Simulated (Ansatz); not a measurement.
# C2H7BSSi: small, medium and large basis sets

How large a basis does C2H7BSSi need? Two functionals are run in growing sets.

The runs use Ansatz 0.2.0, Gaussian basis; one geometry, several basis sets.

The runs, in order: PBE0-D4/def2-SVP; ωB97M-V/def2-SVP; PBE0-D4/def2-QZVPP; ωB97M-V/def2-QZVPP; the functionals' def2-TZVPP values are taken from earlier runs.

## 1. The relaxed structure

An earlier PBE0-D4 in a triple-zeta def2 set relaxation fixed the geometry.

SMILES `[SiH3]B1CSC1`, 12 atoms, charge 0, spin multiplicity 1.

Atoms are counted from 1 here; the program's logs count them from 0.

Bond lengths: Si1–B2 2.022 Å, Si1–H6 1.492 Å, Si1–H7 1.489 Å, Si1–H8 1.491 Å, B2–C3 1.576 Å, B2–C5 1.574 Å, C3–S4 1.828 Å, C3–H9 1.094 Å, C3–H10 1.094 Å, S4–C5 1.828 Å, C5–H11 1.095 Å, C5–H12 1.095 Å. Angles: B2–Si1–H6 109.5°, B2–Si1–H7 113.5°, B2–Si1–H8 109.7°, H6–Si1–H7 108.2°, H6–Si1–H8 107.5°, H7–Si1–H8 108.3°, Si1–B2–C3 129.7°, Si1–B2–C5 131.8°, C3–B2–C5 98.5°, B2–C3–S4 89.9°, B2–C3–H9 115.4°, B2–C3–H10 115.4°, S4–C3–H9 113.9°, S4–C3–H10 114.0°, H9–C3–H10 107.6°, C3–S4–C5 81.5°, B2–C5–S4 90.0°, B2–C5–H11 115.3° and more.

Coordinates:

```xyz
12
charge 0, multiplicity 1
Si   -1.6078   -0.9249    0.4837
B     0.0889    0.0394   -0.0434
C     1.1590    0.7611    0.8612
S     2.1222    1.1978   -0.6303
C     0.7506    0.3069   -1.4459
H    -2.5147    0.0176    1.2008
H    -2.3497   -1.4945   -0.6743
H    -1.2835   -2.0366    1.4235
H     0.7930    1.6264    1.4226
H     1.6948    0.1139    1.5626
H     1.0623   -0.5872   -1.9953
H     0.1617    0.9250   -2.1313
```

## 2. PBE0-D4 in def2-SVP

in.yaml reads:

```yaml
crystal:
  periodic: [false, false, false]
  atoms:
    - {symbol: Si, position_ang: [-1.607804, -0.924856, 0.483743]}
    - {symbol: B, position_ang: [0.088927, 0.039365, -0.043424]}
    - {symbol: C, position_ang: [1.158972, 0.761082, 0.861183]}
    - {symbol: S, position_ang: [2.122243, 1.197836, -0.630302]}
    - {symbol: C, position_ang: [0.750569, 0.306916, -1.445926]}
    - {symbol: H, position_ang: [-2.514684, 0.017557, 1.200838]}
    - {symbol: H, position_ang: [-2.349719, -1.494515, -0.674300]}
    - {symbol: H, position_ang: [-1.283477, -2.036607, 1.423516]}
    - {symbol: H, position_ang: [0.793042, 1.626415, 1.422559]}
    - {symbol: H, position_ang: [1.694797, 0.113934, 1.562555]}
    - {symbol: H, position_ang: [1.062306, -0.587225, -1.995251]}
    - {symbol: H, position_ang: [0.161729, 0.924999, -2.131292]}
basis:
  gaussian: {orbitals: def2-SVP}
hamiltonian: {xc: pbe0, dispersion: d4}
output: {orbitals: {seedname: orbitals}}
```

Command:

```console
$ ansatz run in.yaml --threads 4 --pin off --events-out ev --progress --plain --max-ram 10444MiB
```

After this run come: ωB97M-V in def2-SVP; PBE0-D4 in def2-QZVPP; ωB97M-V in def2-QZVPP.

**Question.** What will the summary of the whole plan be? Wanted: PBE0-D4: double and triple zeta above quadruple; ωB97M-V: double and triple zeta above quadruple.

The runs gave:

| quantity | value |
| --- | --- |
| PBE0-D4: double and triple zeta above quadruple | 10.36, 0.76 eV |
| ωB97M-V: double and triple zeta above quadruple | 10.48, 0.71 eV |

**Reading.** For PBE0-D4 the step from double to triple zeta gains 9.60 eV and the next only 0.76 eV. Total energies overstate the basis error of differences, where much of it tends to cancel.
